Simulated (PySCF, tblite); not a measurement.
# C₆H₁₃NO₂Si: geometry, infrared bands and NMR shifts

What infrared bands and NMR shifts should C₆H₁₃NO₂Si (`CC(C)[C@@H]1C[Si@@H](C(N)=O)O1`) show?

Programs: tblite 0.8.0 and PySCF 2.14.0, with density-fitted response routines of our own. Each step states its level of theory. These are calculated values for one molecule in the gas phase, unless marked as measured. Atoms are numbered from 0 throughout.

## 1. Starting geometry

23 atoms, charge 0, multiplicity 1; geometry from: force field or distance geometry start.

Bonds of the start (Å): C0–C1 1.53, C1–C2 1.53, C1–C3 1.54, C3–C4 1.55, C4–Si5 1.86, Si5–C6 1.89, C6–N7 1.37, C6–O8 1.23, Si5–O9 1.68, O9–C3 1.46, C0–H10 1.09, C0–H11 1.09, C0–H12 1.11, C1–H13 1.09, C2–H14 1.10, C2–H15 1.11, C2–H16 1.09, C3–H17 1.12, C4–H18 1.10, C4–H19 1.10, Si5–H20 1.48, N7–H21 1.01, N7–H22 1.01.

## 2. Relaxing the molecule with GFN2-xTB

Job settings and geometry (Å):

```
{"job": {"kind": "relax", "xc": "GFN2-xTB", "basis": "xTB"}, "charge": 0, "multiplicity": 1}
C     -2.483500    -0.608100     0.615000
C     -1.620600     0.604600     0.264700
C     -1.754900     1.673600     1.351900
C     -0.144300     0.175000     0.161100
C      0.852000     1.245700    -0.353600
Si     1.544500    -0.167200    -1.347100
C      2.988000    -1.108200    -0.568900
N      2.808500    -2.385600    -0.107000
O      4.067300    -0.536400    -0.471100
O      0.040600    -0.780100    -0.929300
H     -2.430500    -1.373400    -0.165200
H     -2.187400    -1.070500     1.561800
H     -3.547700    -0.308500     0.717600
H     -1.946100     1.012600    -0.687900
H     -1.177500     2.574100     1.101700
H     -2.812200     1.988800     1.459900
H     -1.420100     1.319300     2.327600
H      0.185400    -0.292500     1.120500
H      0.402900     2.042200    -0.960000
H      1.509000     1.687300     0.404800
H      1.616300     0.067300    -2.808200
H      3.587700    -2.871000     0.305000
H      1.917900    -2.861800    -0.162000
```

Run with:

```
$ OMP_NUM_THREADS=1 python probes_run.py task.json out
```

The driver reads the jobs from task.json and runs them one after another.

**Question.** This job is followed by: GFN2-xTB harmonic vibrations, gas phase; GIAO PBE0/pcSseg-1 NMR shielding, non-relativistic, gas phase. What will the session give for the following? strongest single infrared mode (GFN2-xTB); zero-point energy (GFN2-xTB); 13C shifts against TMS (PBE0/pcSseg-1); 1H shifts against TMS (PBE0/pcSseg-1, means over atoms taken as alike); 29Si shifts against TMS (PBE0/pcSseg-1); 15N shifts against NH3 (PBE0/pcSseg-1); 17O shifts against H2O (PBE0/pcSseg-1).

As calculated:

```
                                                              quantity                                               value
                             strongest single infrared mode (GFN2-xTB)                               1719 cm⁻¹, 428 km/mol
                                          zero-point energy (GFN2-xTB)                                      116.5 kcal/mol
                                13C shifts against TMS (PBE0/pcSseg-1)             181.1, 87.4, 42.2, 27.6, 20.7, 19.2 ppm
1H shifts against TMS (PBE0/pcSseg-1, means over atoms taken as alike)  5.80, 5.58, 4.10, 2.49, 1.81, 1.62, 1.18, 0.91 ppm
                               29Si shifts against TMS (PBE0/pcSseg-1)                                            -2.3 ppm
                                15N shifts against NH3 (PBE0/pcSseg-1)                                           133.2 ppm
                                17O shifts against H2O (PBE0/pcSseg-1)                                     489.7, 92.1 ppm
```

Relaxing lowered the energy by 0.401 eV in 113 steps; the close pair that moved most is C4–Si5, from 1.861 to 1.907 Å. No mode is imaginary among the 63: a minimum at this level. The strongest single mode, at 1719 cm⁻¹, moves mainly C6 and O8. Unscaled tight-binding wavenumbers are off by several per cent, some by more. Its intensities can rank the bands wrongly. At PBE0/pcSseg-1: The widest tensor belongs to O8: span 893 ppm, with a paramagnetic part of -549 ppm.
